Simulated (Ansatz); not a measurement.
Predict the output of the script below (the Python package of Ansatz (0.2.0)).

Contents of `ch4b2o2.xyz`:
```text
9

B     1.57560   -0.30110   -0.92650
O     1.44970    0.01160    0.49620
B     0.03180    0.39820    0.74060
C    -1.37150   -0.02220    0.70950
O    -1.11470    1.27380    0.48240
H     1.82730    0.62140   -1.69110
H     1.37690   -1.34990   -1.34110
H    -1.90130   -0.16550    1.68820
H    -1.78530   -0.51260   -0.17530
```

`ch4b2o2.py`:
```python
"""Vertical spin-state energies of CH4B2O2."""

import ansatz


def main() -> None:
    molecule = ansatz.Crystal.molecule_from_extxyz("ch4b2o2.xyz")

    calc = molecule.calculation().basis(gaussian="def2-TZVP").functional("r2scan0")
    found = {}
    for unpaired in [0, 2]:
        summary = calc.spin("collinear", total=unpaired).run(threads=1, backend="cpu").report
        s = unpaired / 2
        found[unpaired] = summary["free_energy_ev"]
        print(f"2S+1 = {unpaired + 1}: E = {found[unpaired]:.5f} eV, <S^2> = {abs(summary['mean_field']['state']['spin_squared']):.3f} (pure state {s * (s + 1):.2f})")
    lowest = min(found, key=found.get)
    for unpaired, e in found.items():
        print(f"multiplicity {unpaired + 1}: {(e - found[lowest]):.3f} eV above the lowest")


if __name__ == "__main__":
    main()
```

Output of `python ch4b2o2.py`:
```text
2S+1 = 1: E = -6546.23504 eV, <S^2> = 0.000 (pure state 0.00)
2S+1 = 3: E = -6542.73164 eV, <S^2> = 2.014 (pure state 2.00)
multiplicity 1: 0.000 eV above the lowest
multiplicity 3: 3.503 eV above the lowest
```

In order: multiplicity 1 (+0.00 eV) and multiplicity 3 (+3.50 eV), all at the one geometry.

Caveats:
- Total energies depend on the basis set; only differences at equal settings carry meaning.
- The geometry is a force-field or estimated start, not a minimum of this method, and the basis set is short of its limit. All parts are taken at fixed geometry, without zero-point energy.
- Timing: 54 s on 1 thread of Arm Neoverse V1, with other jobs on the host, peak memory 0.51 GiB.
